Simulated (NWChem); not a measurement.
# One shape, several levels: CH3NOSSi (SMILES [H]/N=C1/S[SiH]1O)

Wanted: a comparison of 3 runs (HF/def2-SVP, HF/6-31+G*, PBE0/def2-SVP) of CH3NOSSi. 

The results are computed with NWChem 7.3.0.

## (1) Starting point

CH3NOSSi has 8 atoms, charge 0, and is taken as a singlet. SMILES: `[H]/N=C1/S[SiH]1O`. The shape is that of a PBE0-D4/def2-TZVP optimisation. This is one conformer, not always the lowest.

Bond lengths: N1–C2 1.252 Å, C2–S3 1.831 Å, C2–Si4 1.825 Å, S3–Si4 2.100 Å, Si4–O5 1.628 Å, N1–H6 1.020 Å, Si4–H7 1.472 Å, O5–H8 0.960 Å. Some angles: N1–C2–S3 127.6°, N1–C2–Si4 162.3°, S3–C2–Si4 70.1°, C2–S3–Si4 54.8°, C2–Si4–S3 55.1°, C2–Si4–O5 124.0°, S3–Si4–O5 121.8°, C2–N1–H6 110.6°, C2–Si4–H7 122.3°, S3–Si4–H7 120.6°.

## (2) Energy and gradient at HF/def2-SVP (run 1)

Contents of m1.xyz:

```xyz
8

N      0.190900     1.673800     1.393300
C      0.219800     0.565600     0.811600
S     -0.007900    -1.092800     1.554500
Si     0.323000    -0.715300    -0.484600
O     -0.831600    -0.972800    -1.603400
H      0.347300     2.431900     0.729100
H      1.597600    -1.091500    -1.118200
H     -1.746800    -0.856000    -1.337900
```

Contents of run.py:

```python
from ase.io import read
from ase.calculators.nwchem import NWChem

mol = read('m1.xyz')

calc = NWChem(
    label='m1',
    theory='scf',
    memory='2200 mb',
    basis='def2-SVP',
    basispar='spherical bse',
    scf={'nopen': '0', 'rhf': None, 'thresh': '1e-08', 'maxiter': '80', 'print': 'low'},
)
mol.calc = calc

forces = mol.get_forces()
e = mol.get_potential_energy()
print(f"E = {e:.6f} eV")
print("forces (eV/A):")
for s, f in zip(mol.symbols, forces):
    print(f"{s:2s} {f[0]:10.5f} {f[1]:10.5f} {f[2]:10.5f}")
```

Run with:

```sh
$ export ASE_NWCHEM_COMMAND="nwchem PREFIX.nwi > PREFIX.nwo"
$ python run.py
```

The program printed:

```text
E = -23267.015103 eV
forces (eV/A):
N     0.14825   -0.47514   -0.85551
C    -0.08639    1.09591    0.75236
S    -0.04556   -0.10166    0.03589
Si    0.47823   -0.39960   -0.34191
O    -0.92801    0.21911    0.33393
H    -0.08546   -0.34633    0.27511
H    -0.18008    0.14779    0.13982
H     0.69893   -0.14002   -0.33964
```

The calculator wrote m1.nwi:

```
title "m1"

permanent_dir m1

scratch_dir m1

start m1

geometry units angstrom nocenter noautosym noautoz
  N  1.9089999999999999e-01 1.6738000000000000e+00 1.3933000000000000e+00
  C  2.1980000000000000e-01 5.6559999999999999e-01 8.1159999999999999e-01
  S  -7.9000000000000008e-03 -1.0928000000000000e+00 1.5545000000000000e+00
  Si 3.2300000000000001e-01 -7.1530000000000005e-01 -4.8459999999999998e-01
  O  -8.3160000000000001e-01 -9.7280000000000000e-01 -1.6033999999999999e+00
  H  3.4730000000000000e-01 2.4319000000000002e+00 7.2909999999999997e-01
  H  1.5975999999999999e+00 -1.0914999999999999e+00 -1.1182000000000001e+00
  H  -1.7467999999999999e+00 -8.5599999999999998e-01 -1.3379000000000001e+00
end

memory 2200 mb

basis spherical bse noprint
   * library def2-SVP
end

scf
  nopen 0
  rhf
  thresh 1e-08
  maxiter 80
  print low
end

task scf gradient
```

m1.nwo:

```text
Northwest Computational Chemistry Package (NWChem) 7.3.0
             --------------------------------------------------------

           Job information
           ---------------

    nwchem branch   = 7.3.0
    use scalapack   = T
    input           = m1.nwi
    prefix          = m1.
    data base       = m1/m1.db
    status          = startup
    nproc           =        1

           Memory information
           ------------------

    heap     =     72089598 doubles =      550.0 Mbytes
    stack    =     72089595 doubles =      550.0 Mbytes
    global   =    144179200 doubles =     1100.0 Mbytes (distinct from heap & stack)
    total    =    288358393 doubles =     2200.0 Mbytes
    verify   = yes
    hardfail = no

[... 40 lines left out ...]
            Nuclear Dipole moment (a.u.)
[... 71 lines left out ...]
       Final RHF  results
       ------------------

         Total SCF energy =   -855.047041034236
      One-electron energy =  -1722.288547063666
      Two-electron energy =    595.120751469558
 Nuclear repulsion energy =    272.120754559872

        Time for solution =     13.1s

                              NWChem Gradients Module
                              -----------------------

                         RHF ENERGY GRADIENTS

    atom               coordinates                        gradient
                 x          y          z           x          y          z
   1 N       0.360749   3.163023   2.632955   -0.002883   0.009240   0.016637
   2 C       0.415362   1.068829   1.533702    0.001680  -0.021312  -0.014631
   3 S      -0.014929  -2.065093   2.937579    0.000886   0.001977  -0.000698
[... 4 lines of this table left out ...]
   8 H      -3.300973  -1.617605  -2.528264   -0.013592   0.002723   0.006605

 Task  times  cpu:       19.5s     wall:       19.5s
 Total times  cpu:       19.6s     wall:       19.6s
```

Run time: 21 s. Hardware: 1 thread of Intel Xeon Platinum 8488C (Sapphire Rapids), shared host; peak memory 0.099 GiB.

## (3) Energy and forces at HF/6-31+G(d) (spherical functions) (run 2)

Contents of ch3nossi.nw:

```
start ch3nossi
title "CH3NOSSi"
memory 2200 mb
geometry units angstroms noautosym nocenter noautoz
 N      0.190900     1.673800     1.393300
 C      0.219800     0.565600     0.811600
 S     -0.007900    -1.092800     1.554500
 Si     0.323000    -0.715300    -0.484600
 O     -0.831600    -0.972800    -1.603400
 H      0.347300     2.431900     0.729100
 H      1.597600    -1.091500    -1.118200
 H     -1.746800    -0.856000    -1.337900
end
basis spherical bse
 * library 6-31+G*
end
scf
 thresh 1e-08
 maxiter 80
end
task scf gradient
```

Run with:

```sh
$ nwchem ch3nossi.nw > ch3nossi.out
```

The program printed:

```text
[...]
  functions       =   104
[...]
  wavefunction    = RHF
[...]
         Total SCF energy =   -855.361102715310
      One-electron energy =  -1722.518165056695
      Two-electron energy =    595.036307781513
 Nuclear repulsion energy =    272.120754559872
        Time for solution =     37.8s
[...]
                         RHF ENERGY GRADIENTS
    atom               coordinates                        gradient
                 x          y          z           x          y          z
   1 N       0.360749   3.163023   2.632955   -0.003307   0.002312   0.016450
   2 C       0.415362   1.068829   1.533702    0.002406  -0.012765  -0.012268
   3 S      -0.014929  -2.065093   2.937579   -0.000322  -0.001025   0.002985
   4 Si      0.610381  -1.351721  -0.915761   -0.009859   0.008911   0.004940
   5 O      -1.571496  -1.838325  -3.029987    0.013518  -0.004468  -0.005936
   6 H       0.656302   4.595625   1.377799    0.002112   0.008188  -0.007571
   7 H       3.019026  -2.062636  -2.113092    0.005069  -0.003344  -0.003944
   8 H      -3.300973  -1.617605  -2.528264   -0.009617   0.002190   0.005345
[...]
```

It took 61 s on 1 thread of Intel Xeon Platinum 8488C (Sapphire Rapids), shared host; peak memory 0.099 GiB.

## (4) Energy and forces at PBE0/def2-SVP (run 3)

Contents of work.nw:

```
start work
memory total 2200 mb
geometry noautosym nocenter noautoz
  N        0.190900       1.673800       1.393300
  C        0.219800       0.565600       0.811600
  S       -0.007900      -1.092800       1.554500
  Si       0.323000      -0.715300      -0.484600
  O       -0.831600      -0.972800      -1.603400
  H        0.347300       2.431900       0.729100
  H        1.597600      -1.091500      -1.118200
  H       -1.746800      -0.856000      -1.337900
end
basis spherical bse
  N library def2-SVP
  C library def2-SVP
  S library def2-SVP
  Si library def2-SVP
  O library def2-SVP
  H library def2-SVP
end
dft
  xc pbe0
  grid fine
  convergence energy 1e-08
  iterations 100
  mulliken
  print low
end
task dft gradient
```

Run with:

```sh
$ nwchem work.nw > work.out
```

The program printed:

```text
[...]
 d= 0,ls=0.0,diis     1   -856.6838702093 -1.13D+03  1.70D-02  9.15D-01     1.8
[...]
 d= 0,ls=0.0,diis    11   -856.7955082617 -1.26D-09  9.83D-07  5.20D-09    16.0
         Total DFT energy =     -856.795508261714
      One electron energy =    -1723.103465963210
           Coulomb energy =      662.435564754730
    Exchange-Corr. energy =      -68.248361613106
 Nuclear repulsion energy =      272.120754559872
[...]
      Total Density - Mulliken Population Analysis
     ---------------------------------------------
    Atom       Charge   Shell Charges
 -----------   ------   -------------------------------------------------------
    1 N    7     7.12   1.99  1.04  0.50  2.34  1.23  0.03
    2 C    6     6.22   1.99  0.95  0.33  1.98  0.91  0.06
    3 S   16    16.18   2.00  1.99  1.25  0.68  5.93  1.80  2.46  0.07
    4 Si  14    13.41   2.00  1.98  1.00  0.12  5.93  1.25  0.70  0.43
    5 O    8     8.36   1.99  1.07  0.63  2.89  1.77  0.01
    6 H    1     0.87   0.72  0.10  0.05
    7 H    1     1.05   0.73  0.30  0.01
    8 H    1     0.79   0.67  0.05  0.07
[...]
                         DFT ENERGY GRADIENTS
    atom               coordinates                        gradient
                 x          y          z           x          y          z
   1 N       0.360749   3.163023   2.632955    0.000546  -0.002897  -0.005429
   2 C       0.415362   1.068829   1.533702   -0.000157  -0.000986  -0.000286
   3 S      -0.014929  -2.065093   2.937579    0.001487   0.004762  -0.006995
   4 Si      0.610381  -1.351721  -0.915761   -0.009659  -0.001079  -0.000878
   5 O      -1.571496  -1.838325  -3.029987    0.006870   0.002867   0.009646
   6 H       0.656302   4.595625   1.377799   -0.000638  -0.002853   0.003119
   7 H       3.019026  -2.062636  -2.113092   -0.001631   0.000535   0.001021
   8 H      -3.300973  -1.617605  -2.528264    0.003181  -0.000350  -0.000199
 Task  times  cpu:       23.2s     wall:       23.2s
 Total times  cpu:       23.2s     wall:       23.2s
```

Run time: 24 s. Hardware: 1 thread of Intel Xeon Platinum 8488C (Sapphire Rapids), shared host; peak memory 0.12 GiB.

## (5) Overview of the runs

| run | level | iteration cap | module | energy (Eh) | largest force (eV/Å) | wall time |
| --- | --- | --- | --- | --- | --- | --- |
| 1 | HF/def2-SVP | 80 | scf | -855.047041 | 1.332 | 21 s |
| 2 | HF/6-31+G* (spherical functions) | 80 | scf | -855.361103 | 0.919 | 61 s |
| 3 | PBE0/def2-SVP | 100 | dft | -856.795508 | 0.627 | 24 s |

## (6) Summary of results

```
                       quantity          value
            run 3: total energy  -856.79551 Eh
run 3: largest force on an atom     0.627 eV/Å
```

All runs together took 1.8 min, the longest 61 s.
